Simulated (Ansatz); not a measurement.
# C2H11NSi2: the cost of one run

Method: RKS r2SCAN/STO-3G, in Ansatz 0.2.0.

1 further run of the same task is left out (it didn't finish).

## (1) The system as given

Bond lengths (14 of 15 bonds, heavy atoms first): Si1–C2 1.824 Å, C2–N3 1.498 Å, N3–C4 1.440 Å, C4–Si5 1.952 Å, Si1–H6 1.480 Å, Si1–H7 1.519 Å, Si1–H8 1.494 Å, C2–H9 1.064 Å, C2–H10 1.117 Å, N3–H11 1.017 Å, C4–H12 1.075 Å, C4–H13 1.141 Å, Si5–H14 1.449 Å, Si5–H15 1.509 Å. Angles (14 of 27 angles, heavy atoms first): Si1–C2–N3 114.5°, C2–N3–C4 108.8°, N3–C4–Si5 107.9°, Si1–C2–H9 105.6°, Si1–C2–H10 109.4°, N3–C2–H9 109.2°, N3–C2–H10 111.9°, C2–Si1–H6 113.9°, C2–Si1–H7 112.2°, C2–Si1–H8 113.0°, C2–N3–H11 106.5°, C4–N3–H11 106.9°, N3–C4–H12 116.2°, N3–C4–H13 111.5°.

Structure file:

```xyz
16

Si    1.0320    2.2365   -0.3882
C     1.3939    0.4511   -0.4793
N     0.1877   -0.4204   -0.6487
C    -0.3418   -0.7379    0.6527
Si   -1.9572   -1.8045    0.3983
H     2.2377    3.0886   -0.2908
H     0.2895    2.7364   -1.6160
H     0.1917    2.6023    0.7911
H     2.0342    0.3308   -1.3206
H     2.0042    0.1496    0.4067
H     0.5164   -1.2927   -1.0552
H     0.3080   -1.2902    1.3074
H    -0.7608    0.1884    1.1715
H    -1.6357   -3.0370   -0.2933
H    -2.5259   -2.1900    1.7423
H    -2.9966   -1.0338   -0.3336
```

## (2) Relaxing end A

Input file input.yaml:

```yaml
crystal:
  periodic: [false, false, false]
  atoms:
    - { symbol: Si, position_ang: [1.032, 2.2365, -0.3882] }
    - { symbol: C, position_ang: [1.3939, 0.4511, -0.4793] }
    - { symbol: "N", position_ang: [0.1877, -0.4204, -0.6487] }
    - { symbol: C, position_ang: [-0.3418, -0.7379, 0.6527] }
    - { symbol: Si, position_ang: [-1.9572, -1.8045, 0.3983] }
    - { symbol: H, position_ang: [2.2377, 3.0886, -0.2908] }
    - { symbol: H, position_ang: [0.2895, 2.7364, -1.616] }
    - { symbol: H, position_ang: [0.1917, 2.6023, 0.7911] }
    - { symbol: H, position_ang: [2.0342, 0.3308, -1.3206] }
    - { symbol: H, position_ang: [2.0042, 0.1496, 0.4067] }
    - { symbol: H, position_ang: [0.5164, -1.2927, -1.0552] }
    - { symbol: H, position_ang: [0.308, -1.2902, 1.3074] }
    - { symbol: H, position_ang: [-0.7608, 0.1884, 1.1715] }
    - { symbol: H, position_ang: [-1.6357, -3.037, -0.2933] }
    - { symbol: H, position_ang: [-2.5259, -2.19, 1.7423] }
    - { symbol: H, position_ang: [-2.9966, -1.0338, -0.3336] }
basis:
  gaussian: { orbitals: STO-3G }
hamiltonian:
  xc: r2scan
relax:
  f_tol: 0.015
  max_steps: 40
```

Started as:

```sh
$ ansatz run input.yaml --threads 1 --pin off --max-ram 2048MiB --backend cpu --events-out ev --progress --plain --runs-dir out
```

Q: Estimate wall time and peak memory on 1 thread of Intel Xeon at 2.70GHz, shared host.

About 96 s, with a peak of 0.17 GiB.
